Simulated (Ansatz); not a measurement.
# C2H5BClF (SMILES BC(F)CCl): PBE/def2-SVP

Aim: the energy change on altering one bond length of C2H5BClF at PBE/def2-SVP, from 2 runs. 

The calculation is run with Ansatz 0.2.0.

123 further runs of the same task are left out: 123 set aside as unsound or not needed.

**1. The system as given**

C2H5BClF has 10 atoms, charge 0, and is taken as a singlet. As SMILES, `BC(F)CCl`. The shape is that of a PBE0-D4/def2-TZVP optimisation. This is one conformer, not always the lowest.

Bond lengths: B1–C2 1.558 Å, C2–F3 1.386 Å, C2–C4 1.509 Å, C4–Cl5 1.782 Å, B1–H6 1.192 Å, B1–H7 1.195 Å, C2–H8 1.109 Å, C4–H9 1.090 Å, C4–H10 1.089 Å. Some angles: B1–C2–F3 113.9°, B1–C2–C4 115.3°, F3–C2–C4 109.7°, C2–C4–Cl5 112.6°, B1–C2–H8 102.6°, F3–C2–H8 107.0°, C4–C2–H8 107.5°, C2–B1–H6 120.8°, C2–B1–H7 118.2°, C2–C4–H9 110.7°.

**2. A single-point energy at PBE/def2-SVP**

The input, job.yaml:

```yaml
crystal:
  periodic: [false, false, false]
  atoms:
    - symbol: B
      position_ang: [-1.309200, -0.711700, -0.281200]
    - symbol: C
      position_ang: [0.178900, -0.496800, 0.126500]
    - symbol: F
      position_ang: [0.520300, -1.080300, 1.336000]
    - symbol: C
      position_ang: [0.655300, 0.934900, 0.100000]
    - symbol: Cl
      position_ang: [2.428700, 1.067800, 0.206300]
    - symbol: H
      position_ang: [-2.010300, -1.450800, 0.336900]
    - symbol: H
      position_ang: [-1.707400, -0.172300, -1.270600]
    - symbol: H
      position_ang: [0.728500, -1.046200, -0.665100]
    - symbol: H
      position_ang: [0.248500, 1.491800, 0.943700]
    - symbol: H
      position_ang: [0.349800, 1.412800, -0.829700]
basis:
  gaussian: {orbitals: def2-SVP}
hamiltonian: {xc: pbe}
accuracy: high
output: {orbitals: {seedname: orbitals}}
```

Launch:

```bash
ansatz run job.yaml --threads 1 --pin off --max-ram 3480MiB --events-out events.jsonl --progress --plain --runs-dir runs
```

The log of the run:

```text
Warning: RAYON_NUM_THREADS=1 ignored (pool sized by the plan → 1); use --threads N
Functional definition: PBE
  name "PBE"
  parameter kappa = 0.804
  parameter beta = 0.06672455060314922
  exchange = pbe_x(kappa = kappa, mu = beta*pi^2/3)
  correlation = pbe_c(beta = beta)
2335 factors; integrals over basis functions are off by at most 4.1e-9 eV
mean field evaluation 1: about -18044.8345 eV, gradient 4.5e1 eV
mean field evaluation 2: about -18038.6578 eV, gradient 6.6e1 eV
mean field evaluation 4: about -18050.1581 eV, gradient 3.6e0 eV
mean field evaluation 8: about -18050.1787 eV, gradient 3.3e-1 eV
mean field evaluation 16: about -18050.1790 eV, gradient 1.0e-5 eV
mean field -18050.17903174 eV, -663.3318445656 hartree, gradient 6.7e-8 eV, S^2 0.000000; 0 other end points of the search recorded, 0 dependent functions left out
reference -18050.17903487 eV, -663.3318446807 hartree; 24, 24 occupied and 75, 75 virtual orbitals, 2335 factors
Total energy: -18050.17903487 eV, -663.3318446807 hartree
```

It took 6.3 s on 1 thread of Arm Neoverse V2, shared host; peak memory 0.28 GiB.

**3. The distorted shape at the same level**

The input, run.yaml:

```yaml
crystal:
  periodic: [false, false, false]
  atoms:
    - {symbol: B, position_ang: [-1.391646, -0.629284, -0.162451]}
    - {symbol: C, position_ang: [0.096454, -0.414384, 0.245249]}
    - {symbol: F, position_ang: [0.437854, -0.997884, 1.454749]}
    - {symbol: C, position_ang: [0.572854, 1.017316, 0.218749]}
    - {symbol: Cl, position_ang: [2.346254, 1.150216, 0.325049]}
    - {symbol: H, position_ang: [-2.092746, -1.368384, 0.455649]}
    - {symbol: H, position_ang: [-1.789846, -0.089884, -1.151851]}
    - {symbol: H, position_ang: [0.728500, -1.046200, -0.665100]}
    - {symbol: H, position_ang: [0.166054, 1.574216, 1.062449]}
    - {symbol: H, position_ang: [0.267354, 1.495216, -0.710951]}
basis:
  gaussian:
    orbitals: def2-SVP
hamiltonian:
  xc: {name: PBE}
accuracy: high
output: {orbitals: {seedname: orbitals}}
```

Launch:

```bash
ansatz run run.yaml --threads 1 --pin off --max-ram 3480MiB --events-out events.jsonl --progress --plain --runs-dir runs
```

The log of the run, shortened:

```text
Warning: RAYON_NUM_THREADS=1 ignored (pool sized by the plan → 1); use --threads N
[... 6 set-up lines as earlier in the session ...]
2340 factors; integrals over basis functions are off by at most 3.5e-9 eV
mean field evaluation 1: about -18044.6703 eV, gradient 4.5e1 eV
mean field evaluation 2: about -18037.9213 eV, gradient 6.6e1 eV
mean field evaluation 4: about -18049.9393 eV, gradient 3.5e0 eV
mean field evaluation 8: about -18049.9598 eV, gradient 3.0e-1 eV
mean field evaluation 16: about -18049.9601 eV, gradient 1.5e-5 eV
mean field -18049.96005867 eV, -663.3237974540 hartree, gradient 6.6e-8 eV, S^2 0.000000; 0 other end points of the search recorded, 0 dependent functions left out
reference -18049.96006185 eV, -663.3237975705 hartree; 24, 24 occupied and 75, 75 virtual orbitals, 2340 factors
Total energy: -18049.96006185 eV, -663.3237975705 hartree
```

Run time: 6.3 s. Hardware: 1 thread of Arm Neoverse V2, shared host; peak memory 0.28 GiB.

**4. What came out**

At PBE/def2-SVP:

| quantity | value |
| --- | --- |
| first shape: total energy | -663.33184 Eh |
| first shape: HOMO energy | -6.83 eV |
| first shape: LUMO energy | -3.03 eV |
| first shape: HOMO–LUMO gap | 3.80 eV |
| distorted shape: total energy | -663.32380 Eh |
| distorted shape: HOMO energy | -6.84 eV |
| distorted shape: LUMO energy | -3.03 eV |
| distorted shape: HOMO–LUMO gap | 3.80 eV |
| energy change with the C2–H8 bond stretched from 1.109 to 1.276 Å | 0.219 eV |

In words: With the C2–H8 bond stretched from 1.109 to 1.276 Å the energy rises by 0.22 eV (5.0 kcal/mol). The first shape isn't relaxed at this level, so the change isn't measured from a minimum.
